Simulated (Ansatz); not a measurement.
# BH6O2PSi: the cost of one run

All numbers are computed with Ansatz 0.2.0 through its Python package. Level of theory: B3LYP/cc-pVDZ.

## 1. The structure

Bond lengths: B1–O2 1.416 Å, O2–P3 1.712 Å, P3–Si4 2.155 Å, Si4–O5 1.783 Å, B1–H6 1.212 Å, B1–H7 1.190 Å, P3–H8 1.507 Å, Si4–H9 1.450 Å, Si4–H10 1.439 Å, O5–H11 0.985 Å. Angles: B1–O2–P3 102.6°, O2–B1–H6 122.7°, O2–B1–H7 121.0°, H6–B1–H7 115.6°, O2–P3–Si4 95.9°, O2–P3–H8 94.5°, Si4–P3–H8 93.1°, P3–Si4–O5 108.1°, P3–Si4–H9 111.6°, P3–Si4–H10 111.4°, O5–Si4–H9 106.5°, O5–Si4–H10 105.8°, H9–Si4–H10 112.9°, Si4–O5–H11 106.1°.

The script holds or builds the structure itself.

## 2. The script

Contents of bh6o2psi_bde.py:

```python
"""Cost of removing each kind of hydrogen from BH6O2PSi, fragments frozen."""

import ansatz as az
from ase import Atoms

BASIS = "cc-pVDZ"
XC = "B3LYP"


def energy(molecule, charge=0, unpaired=0):
    calc = molecule.calculation().basis(gaussian=BASIS).functional(XC)
    if charge:
        calc = calc.charge(charge)
    if unpaired:
        calc = calc.spin("collinear", total=unpaired)
    return calc.run(threads=1, backend="cpu").report["free_energy_ev"]

def without(molecule, index):
    rest = az.Crystal.molecule()
    for i, site in enumerate(molecule.cartesian_sites):
        if i != index:
            rest = rest.atom(site.symbol, site.position_ang)
    return rest


def main() -> None:
    atoms = Atoms(["B", "O", "P", "Si", "O", "H", "H", "H", "H", "H", "H"], positions=[
        (-0.4084, 2.0885, 0.4079),
        (0.3216, 1.2515, -0.4702),
        (1.098, 0.1676, 0.604),
        (0.2867, -1.6272, -0.2701),
        (-1.4411, -1.7221, 0.1608),
        (0.0093, 3.1615, 0.7875),
        (-1.5443, 1.8547, 0.6756),
        (2.3665, 0.0871, -0.2058),
        (0.9133, -2.8166, 0.2723),
        (0.329, -1.5769, -1.708),
        (-1.8653, -0.925, -0.2333),
    ])
    molecule = az.Crystal.molecule_from_ase(atoms)

    whole = energy(molecule, 0)
    hydrogen = energy(az.Crystal.molecule().atom("H", (0, 0, 0)), 0, 1)
    print(f"E(molecule) = {whole:.5f} eV, E(H) = {hydrogen:.5f} eV")
    for index in [6, 7, 9]:
        radical = energy(without(molecule, index), 0, 1)
        print(f"H{index}: homolysis {96.485332 * (radical + hydrogen - whole):.1f} kJ/mol")


if __name__ == "__main__":
    main()
```

## 3. The input behind the calls

The engine receives this input (first run):

```yaml
crystal:
  periodic: [false, false, false]
  atoms:
    - { symbol: B, position_ang: [-0.4084, 2.0885, 0.4079] }
    - { symbol: O, position_ang: [0.3216, 1.2515, -0.4702] }
    - { symbol: P, position_ang: [1.098, 0.1676, 0.604] }
    - { symbol: Si, position_ang: [0.2867, -1.6272, -0.2701] }
    - { symbol: O, position_ang: [-1.4411, -1.7221, 0.1608] }
    - { symbol: H, position_ang: [0.0093, 3.1615, 0.7875] }
    - { symbol: H, position_ang: [-1.5443, 1.8547, 0.6756] }
    - { symbol: H, position_ang: [2.3665, 0.0871, -0.2058] }
    - { symbol: H, position_ang: [0.9133, -2.8166, 0.2723] }
    - { symbol: H, position_ang: [0.329, -1.5769, -1.708] }
    - { symbol: H, position_ang: [-1.8653, -0.925, -0.2333] }
basis:
  gaussian:
    orbitals: cc-pVDZ
hamiltonian:
  xc: b3lyp
```

## 4. The run

Started as:

```sh
$ python bh6o2psi_bde.py
```

**Question.** How long does this script take on 1 thread of Arm Neoverse V1, shared host, and how much memory does it need?

About 28 s, with a peak of 0.37 GiB.
